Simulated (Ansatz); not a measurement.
# CH5AlCl2O: the cost of one run

All numbers below are computed with Ansatz 0.2.0 (UKS PBE0-D4/STO-3G).

### Step 1. The starting structure

Bond lengths: Al1–Cl2 2.604 Å, Al1–C3 1.973 Å, Al1–Cl4 2.024 Å, Al1–O6 2.182 Å, C3–H7 1.091 Å, C3–H8 1.092 Å, C3–H9 1.091 Å, O6–H10 0.956 Å. Angles: Cl2–Al1–C3 106.0°, Cl2–Al1–Cl4 107.4°, Cl2–Al1–O6 75.1°, C3–Al1–Cl4 137.8°, C3–Al1–O6 105.7°, Cl4–Al1–O6 107.1°, Al1–C3–H7 107.3°, Al1–C3–H8 112.7°, Al1–C3–H9 114.6°, H7–C3–H8 107.1°, H7–C3–H9 107.8°, H8–C3–H9 107.0°, Al1–O6–H10 125.7°.

As a file:

```xyz
10

Al   -0.1689    0.7303    0.0961
Cl    2.1021    0.2490    1.2751
C    -0.0529   -0.1228   -1.6786
Cl   -0.9179    2.4313    0.8969
H     0.6513   -0.6748    1.6180
O    -0.5967   -0.8827    1.5012
H     0.2143   -1.1691   -1.5198
H     0.7256    0.3157   -2.3058
H    -0.9792   -0.0990   -2.2551
H    -0.9776   -0.7779    2.3719
```

### Step 2. Run 1

150 steps of 0.5 fs at constant energy, with velocities drawn for 300 K.

input.yaml

```yaml
crystal:
  periodic: [false, false, false]
  atoms:
    - { symbol: Al, position_ang: [-0.1689, 0.7303, 0.0961] }
    - { symbol: Cl, position_ang: [2.1021, 0.249, 1.2751] }
    - { symbol: C, position_ang: [-0.0529, -0.1228, -1.6786] }
    - { symbol: Cl, position_ang: [-0.9179, 2.4313, 0.8969] }
    - { symbol: H, position_ang: [0.6513, -0.6748, 1.618] }
    - { symbol: O, position_ang: [-0.5967, -0.8827, 1.5012] }
    - { symbol: H, position_ang: [0.2143, -1.1691, -1.5198] }
    - { symbol: H, position_ang: [0.7256, 0.3157, -2.3058] }
    - { symbol: H, position_ang: [-0.9792, -0.099, -2.2551] }
    - { symbol: H, position_ang: [-0.9776, -0.7779, 2.3719] }
magnetization:
  spin_polarized: true
basis:
  gaussian: { orbitals: STO-3G }
hamiltonian:
  xc: pbe0
  dispersion: d4
md:
  timestep: 0.5
  n_steps: 150
  ensemble: nve
  temperature: 300.0
  initial_velocities: maxwell_boltzmann
  seed: 643497
```

Command:

```sh
ansatz run input.yaml --threads 1 --pin off --max-ram 2048MiB --backend cpu --events-out ev --progress --plain --runs-dir out
```

Q: Estimate wall time and peak memory on 1 thread of Arm Neoverse V2, shared host.

About 8.2 min, with a peak of 0.16 GiB.
